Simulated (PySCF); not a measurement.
**A gas-phase reaction: H4O4Ti + FH → FH3O3Ti + H2O**

Aim: the reaction energy of `[OH][Ti]([OH])([OH])[OH]` + `F` → `[OH][Ti]([OH])([OH])[F]` + `O`.

Programs: PySCF 2.14.0. All values are calculated, for the isolated system unless a continuum is named. Atoms count from 0, parts from 1.

## 1. Starting point

Each species was relaxed by itself at PBE0-D3(BJ)/def2-SVPD.

## 2. Energies of the species: wB97M-D3(BJ)/def2-TZVPD

Job settings and geometry (Å):

```
{"job": {"kind": "react", "xc": "wB97M-D3(BJ)", "basis": "def2-TZVPD"}, "charge": 0, "multiplicity": 1}
-1 H4O4Ti charge 0 multiplicity 1
O      0.238950     0.810820     1.582780
Ti    -0.003500    -0.003200     0.003970
O      0.324550    -1.763470     0.113570
O     -1.708610     0.231800    -0.500440
O      1.138000     0.705790    -1.182670
H     -0.286470     1.065860     2.341850
H      1.072680    -2.345510    -0.025550
H     -2.368850    -0.238880    -1.010270
H      1.593200     1.536750    -1.323220

-1 FH charge 0 multiplicity 1
F      0.458570     0.037240    -0.002890
H     -0.458570    -0.037240     0.002890

+1 FH3O3Ti charge 0 multiplicity 1
O      0.511840     1.298750    -0.957340
Ti     0.157370     0.126900     0.336440
O      0.875130    -1.455390    -0.058210
O     -1.604030    -0.035730     0.536960
F      0.862330     0.712360     1.853920
H      0.046150     1.909140    -1.531200
H      1.436040    -1.846270    -0.730050
H     -2.284930    -0.709780     0.549360

+1 H2O charge 0 multiplicity 1
O      0.003940     0.389380    -0.001600
H     -0.764820    -0.186970    -0.001830
H      0.760890    -0.202370     0.003430
```

Method: wB97M-D3(BJ)/def2-TZVPD reaction energy of separated species, gas phase.

The run is started by

```sh
$ OMP_NUM_THREADS=1 python cluster_run.py task.json out
```

This one command runs all jobs of the session in turn.

Output:

```text
species 1 (H4O4Ti)
coarse grid: 38064 points
cycle   1  E = -1152.6949503629  dE =  1.896e-01  |g| = 1.667e+00  |ddm| = 2.615e+00
cycle   2  E = -1150.4653335430  dE =  2.230e+00  |g| = 4.503e+00  |ddm| = 2.238e+00
cycle   3  E = -1153.1599267579  dE = -2.695e+00  |g| = 5.662e-01  |ddm| = 1.470e+00
cycle   4  E = -1153.2102382122  dE = -5.031e-02  |g| = 1.505e-01  |ddm| = 3.505e-01
cycle   5  E = -1153.2142950466  dE = -4.057e-03  |g| = 1.574e-02  |ddm| = 8.445e-02
cycle   6  E = -1153.2143704454  dE = -7.540e-05  |g| = 2.452e-03  |ddm| = 1.736e-02
cycle   7  E = -1153.2143746421  dE = -4.197e-06  |g| = 1.229e-03  |ddm| = 4.822e-03
final grid: 79576 points
cycle   8  E = -1153.2144052863  dE = -3.292e-07  |g| = 1.433e-03  |ddm| = 3.179e-03
cycle   9  E = -1153.2144050487  dE =  2.376e-07  |g| = 1.966e-03  |ddm| = 1.549e-03
cycle  10  E = -1153.2144056884  dE = -6.397e-07  |g| = 1.232e-04  |ddm| = 8.304e-04
cycle  11  E = -1153.2144056953  dE = -6.879e-09  |g| = 1.179e-04  |ddm| = 1.683e-04
cycle  12  E = -1153.2144057000  dE = -4.725e-09  |g| = 1.584e-05  |ddm| = 1.329e-04
cycle  13  E = -1153.2144057001  dE = -1.401e-10  |g| = 4.656e-06  |ddm| = 2.259e-05
converged SCF energy = -1153.2144057001

species 2 (FH)
coarse grid: 7776 points
cycle   1  E = -100.4688211134  dE = -9.407e-02  |g| = 4.644e-01  |ddm| = 6.197e-01
cycle   2  E = -100.4725025478  dE = -3.681e-03  |g| = 5.038e-01  |ddm| = 3.808e-01
cycle   3  E = -100.5053156124  dE = -3.281e-02  |g| = 2.574e-02  |ddm| = 1.678e-01
cycle   4  E = -100.5053915893  dE = -7.598e-05  |g| = 5.006e-03  |ddm| = 1.077e-02
cycle   5  E = -100.5053962302  dE = -4.641e-06  |g| = 4.334e-04  |ddm| = 3.766e-03
final grid: 16976 points
cycle   6  E = -100.5053933381  dE = -6.414e-08  |g| = 1.048e-04  |ddm| = 8.214e-04
cycle   7  E = -100.5053933416  dE = -3.454e-09  |g| = 7.866e-05  |ddm| = 2.171e-04
cycle   8  E = -100.5053933424  dE = -8.109e-10  |g| = 2.096e-05  |ddm| = 3.721e-05
converged SCF energy = -100.5053933424

species 3 (FH3O3Ti)
coarse grid: 35712 points
cycle   1  E = -1176.7731952357  dE =  1.148e-01  |g| = 1.625e+00  |ddm| = 2.478e+00
cycle   2  E = -1174.0597061994  dE =  2.713e+00  |g| = 4.954e+00  |ddm| = 2.241e+00
cycle   3  E = -1177.2171802647  dE = -3.157e+00  |g| = 5.661e-01  |ddm| = 1.508e+00
cycle   4  E = -1177.2624412423  dE = -4.526e-02  |g| = 1.536e-01  |ddm| = 3.079e-01
cycle   5  E = -1177.2665056506  dE = -4.064e-03  |g| = 1.831e-02  |ddm| = 8.384e-02
cycle   6  E = -1177.2665896793  dE = -8.403e-05  |g| = 4.161e-03  |ddm| = 1.757e-02
cycle   7  E = -1177.2665940937  dE = -4.414e-06  |g| = 2.925e-03  |ddm| = 4.426e-03
final grid: 74600 points
cycle   8  E = -1177.2666833251  dE = -1.269e-07  |g| = 3.757e-03  |ddm| = 3.902e-03
cycle   9  E = -1177.2666818009  dE =  1.524e-06  |g| = 5.061e-03  |ddm| = 3.366e-03
cycle  10  E = -1177.2666854794  dE = -3.678e-06  |g| = 1.263e-04  |ddm| = 1.908e-03
cycle  11  E = -1177.2666855010  dE = -2.158e-08  |g| = 8.568e-05  |ddm| = 3.270e-04
cycle  12  E = -1177.2666855027  dE = -1.788e-09  |g| = 3.132e-05  |ddm| = 6.595e-05
cycle  13  E = -1177.2666855031  dE = -3.354e-10  |g| = 7.375e-06  |ddm| = 2.909e-05
converged SCF energy = -1177.2666855031

species 4 (H2O)
coarse grid: 10128 points
cycle   1  E = -76.4117498065  dE = -7.454e-02  |g| = 5.872e-01  |ddm| = 8.994e-01
cycle   2  E = -76.4087424939  dE =  3.007e-03  |g| = 6.461e-01  |ddm| = 5.038e-01
cycle   3  E = -76.4759334215  dE = -6.719e-02  |g| = 2.731e-02  |ddm| = 2.374e-01
cycle   4  E = -76.4760586249  dE = -1.252e-04  |g| = 5.497e-03  |ddm| = 1.609e-02
cycle   5  E = -76.4760673017  dE = -8.677e-06  |g| = 8.214e-04  |ddm| = 5.831e-03
final grid: 21952 points
cycle   6  E = -76.4760630067  dE = -1.975e-07  |g| = 5.843e-04  |ddm| = 1.373e-03
cycle   7  E = -76.4760630135  dE = -6.838e-09  |g| = 6.466e-04  |ddm| = 6.469e-04
cycle   8  E = -76.4760630771  dE = -6.364e-08  |g| = 3.199e-05  |ddm| = 2.236e-04
cycle   9  E = -76.4760630780  dE = -8.223e-10  |g| = 4.133e-06  |ddm| = 1.105e-04
converged SCF energy = -76.4760630780

Reaction energy = -14.064 kcal/mol
```

Run time: 98 s. Hardware: 1 thread of Arm Neoverse N1, shared host; peak memory 0.81 GiB.

Species by species (with the dispersion term, which the log's SCF energies lack):

| ν | species | energy (Eh) | HOMO (eV) |
| --- | --- | --- | --- |
| -1 | [OH][Ti]([OH])([OH])[OH] | -1153.22142 | -11.26 |
| -1 | F | -100.50563 | -14.54 |
| +1 | [OH][Ti]([OH])([OH])[F] | -1177.27265 | -11.96 |
| +1 | O | -76.47682 | -11.72 |

## 3. Energies of the species: PBE0-D3(BJ)/def2-TZVPD

The job, as its differences from that of step 2:

```diff
@@ -1,2 +1,2 @@
-{"job": {"kind": "react", "xc": "wB97M-D3(BJ)", "basis": "def2-TZVPD"}, "charge": 0, "multiplicity": 1}
+{"job": {"kind": "react", "xc": "PBE0", "basis": "def2-TZVPD", "disp": "d3bj"}, "charge": 0, "multiplicity": 1}
 -1 H4O4Ti charge 0 multiplicity 1
```

Level: PBE0-D3(BJ)/def2-TZVPD reaction energy of separated species, gas phase.

Output:

```text
species 1 (H4O4Ti)
coarse grid: 38064 points
cycle   1  E = -1152.0674135601  dE =  4.285e-01  |g| = 1.746e+00  |ddm| = 2.672e+00
cycle   2  E = -1144.1266383010  dE =  7.941e+00  |g| = 7.888e+00  |ddm| = 3.169e+00
cycle   3  E = -1152.3381676262  dE = -8.212e+00  |g| = 1.218e+00  |ddm| = 2.347e+00
cycle   4  E = -1152.5796725433  dE = -2.415e-01  |g| = 3.812e-01  |ddm| = 8.104e-01
cycle   5  E = -1152.6078887448  dE = -2.822e-02  |g| = 1.652e-02  |ddm| = 1.837e-01
cycle   6  E = -1152.6079145225  dE = -2.578e-05  |g| = 1.020e-02  |ddm| = 1.596e-02
cycle   7  E = -1152.6079283762  dE = -1.385e-05  |g| = 5.769e-03  |ddm| = 6.379e-03
cycle   8  E = -1152.6079344470  dE = -6.071e-06  |g| = 4.473e-04  |ddm| = 2.822e-03
final grid: 79576 points
cycle   9  E = -1152.6079318568  dE =  1.969e-08  |g| = 1.013e-03  |ddm| = 2.928e-03
cycle  10  E = -1152.6079307277  dE =  1.129e-06  |g| = 2.644e-03  |ddm| = 1.700e-03
cycle  11  E = -1152.6079320548  dE = -1.327e-06  |g| = 2.005e-04  |ddm| = 1.197e-03
cycle  12  E = -1152.6079320616  dE = -6.743e-09  |g| = 3.701e-05  |ddm| = 1.043e-04
cycle  13  E = -1152.6079320618  dE = -2.487e-10  |g| = 1.058e-05  |ddm| = 2.276e-05
converged SCF energy = -1152.6079320618

species 2 (FH)
coarse grid: 1712 points
cycle   1  E = -100.3540743323  dE = -3.604e-02  |g| = 4.957e-01  |ddm| = 6.253e-01
cycle   2  E = -100.3145589666  dE =  3.952e-02  |g| = 7.430e-01  |ddm| = 5.125e-01
cycle   3  E = -100.3937954515  dE = -7.924e-02  |g| = 2.284e-02  |ddm| = 2.892e-01
cycle   4  E = -100.3938710147  dE = -7.556e-05  |g| = 4.204e-03  |ddm| = 9.787e-03
cycle   5  E = -100.3938729981  dE = -1.983e-06  |g| = 3.554e-04  |ddm| = 1.247e-03
final grid: 16976 points
cycle   6  E = -100.3948395262  dE = -1.853e-05  |g| = 3.979e-03  |ddm| = 7.473e-03
cycle   7  E = -100.3948376214  dE =  1.905e-06  |g| = 5.470e-03  |ddm| = 3.338e-03
cycle   8  E = -100.3948416684  dE = -4.047e-06  |g| = 9.982e-05  |ddm| = 2.003e-03
cycle   9  E = -100.3948416697  dE = -1.293e-09  |g| = 1.783e-05  |ddm| = 3.943e-05
cycle  10  E = -100.3948416698  dE = -4.761e-11  |g| = 3.049e-06  |ddm| = 1.027e-05
converged SCF energy = -100.3948416698

species 3 (FH3O3Ti)
coarse grid: 35712 points
cycle   1  E = -1176.1490962556  dE =  3.399e-01  |g| = 1.679e+00  |ddm| = 2.534e+00
cycle   2  E = -1166.6816182465  dE =  9.467e+00  |g| = 8.567e+00  |ddm| = 3.215e+00
cycle   3  E = -1176.3972056163  dE = -9.716e+00  |g| = 1.219e+00  |ddm| = 2.486e+00
cycle   4  E = -1176.6208426081  dE = -2.236e-01  |g| = 3.572e-01  |ddm| = 6.950e-01
cycle   5  E = -1176.6435184744  dE = -2.268e-02  |g| = 8.264e-02  |ddm| = 1.675e-01
cycle   6  E = -1176.6444684686  dE = -9.500e-04  |g| = 2.960e-02  |ddm| = 4.790e-02
cycle   7  E = -1176.6446143764  dE = -1.459e-04  |g| = 4.813e-03  |ddm| = 1.552e-02
cycle   8  E = -1176.6446187342  dE = -4.358e-06  |g| = 6.235e-04  |ddm| = 2.414e-03
final grid: 74600 points
cycle   9  E = -1176.6446752176  dE = -1.044e-07  |g| = 1.288e-03  |ddm| = 2.923e-03
cycle  10  E = -1176.6446737258  dE =  1.492e-06  |g| = 3.108e-03  |ddm| = 2.002e-03
cycle  11  E = -1176.6446755089  dE = -1.783e-06  |g| = 3.823e-04  |ddm| = 1.440e-03
cycle  12  E = -1176.6446755299  dE = -2.101e-08  |g| = 6.577e-05  |ddm| = 1.631e-04
cycle  13  E = -1176.6446755307  dE = -7.617e-10  |g| = 1.381e-05  |ddm| = 3.832e-05
converged SCF energy = -1176.6446755307

species 4 (H2O)
coarse grid: 2328 points
cycle   1  E = -76.3044288053  dE = -5.301e-03  |g| = 6.571e-01  |ddm| = 9.011e-01
cycle   2  E = -76.1882082455  dE =  1.162e-01  |g| = 1.036e+00  |ddm| = 7.256e-01
cycle   3  E = -76.3820286527  dE = -1.938e-01  |g| = 3.132e-02  |ddm| = 4.396e-01
cycle   4  E = -76.3822109588  dE = -1.823e-04  |g| = 5.864e-03  |ddm| = 1.606e-02
cycle   5  E = -76.3822160978  dE = -5.139e-06  |g| = 7.850e-04  |ddm| = 2.507e-03
final grid: 21952 points
cycle   6  E = -76.3808944226  dE = -1.510e-05  |g| = 3.448e-03  |ddm| = 9.293e-03
cycle   7  E = -76.3808924565  dE =  1.966e-06  |g| = 4.753e-03  |ddm| = 3.320e-03
cycle   8  E = -76.3808961733  dE = -3.717e-06  |g| = 2.517e-04  |ddm| = 1.965e-03
cycle   9  E = -76.3808961839  dE = -1.061e-08  |g| = 2.396e-05  |ddm| = 1.100e-04
cycle  10  E = -76.3808961840  dE = -1.117e-10  |g| = 3.294e-06  |ddm| = 1.513e-05
converged SCF energy = -76.3808961840

Reaction energy = -13.954 kcal/mol
```

Run time: 49 s. Hardware: 1 thread of Arm Neoverse N1, shared host; peak memory 0.74 GiB.

Reaction energy at this level: -13.95 kcal/mol.

## 4. Side by side

Energies in kcal/mol, with wall time:

| run | reaction | time |
| --- | --- | --- |
| wB97M-D3(BJ)/def2-TZVPD | -14.06 | 98 s |
| PBE0-D3(BJ)/def2-TZVPD | -13.95 | 49 s |

## 5. Summary of results

| quantity | value |
| --- | --- |
| reaction energy (wB97M-D3(BJ)/def2-TZVPD) | -14.06 kcal/mol |
| ΔH, ΔG at 298 K (xTB thermal terms) | -13.0, -12.9 kcal/mol |
| range of the reaction energy over the runs of this table | -14.06 to -13.95 kcal/mol |

What this shows: The reaction is exothermic by 13.0 kcal/mol in the gas phase; dispersion gives +0.34, and xTB itself gave -42.42 for the electronic energy (xTB energies and thermal terms come from the earlier relaxation of each species, not shown). No barrier was sought. xTB and this level differ widely in the electronic energy, so what comes from xTB (the thermal terms above all) is less safe here. The reaction energy runs from -14.06 (wB97M-D3(BJ)/def2-TZVPD) to -13.95 kcal/mol (PBE0-D3(BJ)/def2-TZVPD).
